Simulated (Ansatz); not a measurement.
Runs of Ansatz 0.2.0 on Ta3AsAu2O13. The typed cell holds 19 atoms: a = 5.724 Å, b = 6.389 Å, c = 8.473 Å, α = 80.92°, β = 88.19°, γ = 78.31°. The cell was built by a generator and needn't be a form met in nature.

| task | level | U | cell | k mesh | cutoff (eV) | points for each segment of the path | hubbard projectors | double counting | gap on the mesh (eV) | pressure (GPa) | largest force (eV/Å) |
| --- | --- | --- | --- | --- | --- | --- | --- | --- | --- | --- | --- |
| band structure | r2SCAN | - | as given | 5 × 5 × 4 | 500 | 10 | - | - | 1.55 | -4.7 | 0.64 |
| band structure | PBE | - | as given | 5 × 5 × 4 | 420 | 10 | - | - | 1.30 | 0.0 | 0.01 |
| electric field gradients | PBE | - | as given | 5 × 5 × 4 | 420 | - | - | - | 1.30 | 0.0 | 0.01 |
| single point | PBE | - | as given | 5 × 5 × 4 | 420 | - | - | - | 1.30 | 0.0 | 0.01 |
| projected density of states | PBE+U | Au d U = 2 eV, Ta d U = 2 eV | as given | 5 × 5 × 4 | 420 | - | ortho-atomic (the default) | fll (the default) | 1.41 | 0.7 | 0.13 |
| projected density of states | PBE+U | Au d U = 4 eV, Ta d U = 4 eV | as given | 5 × 5 × 4 | 420 | - | ortho-atomic (the default) | fll (the default) | 1.46 | (a) | (b) |
| single point | PBE | - | atoms moved at random, drawn with an rms of 0.05 Å | 5 × 5 × 4 | 420 | - | - | - | 1.27 | 0.3 | 2.00 |
| relaxation of cell and atoms | PBE | - | relaxed | 4 × 3 × 3 | 420 | - | - | - | 1.33 | 0.0 | 0.01 |

Alike in all rows: potentials or basis Ansatz PAW; no spin polarisation; smearing fermi-dirac 0.05 eV.

Question: Fill in the values left out.

Answer: (a) 1.4; (b) 0.23.

Caveats: spin-orbit coupling is left out, which moves the levels of the heavy elements; odd divisions of the mesh miss points on the zone boundary, where band edges often lie, so the gap on the mesh can be too wide (some runs); the PAW data sets come from PBE, with cores solved anew for the run's functional, which leaves a small shift of forces and pressure (some runs); the plane-wave basis is chosen anew once the cell has moved, so the energies of steps on either side of that aren't comparable (some runs).

A k mesh can miss the band edges, and the runs leave out spin-orbit coupling on As, Au, Ta.
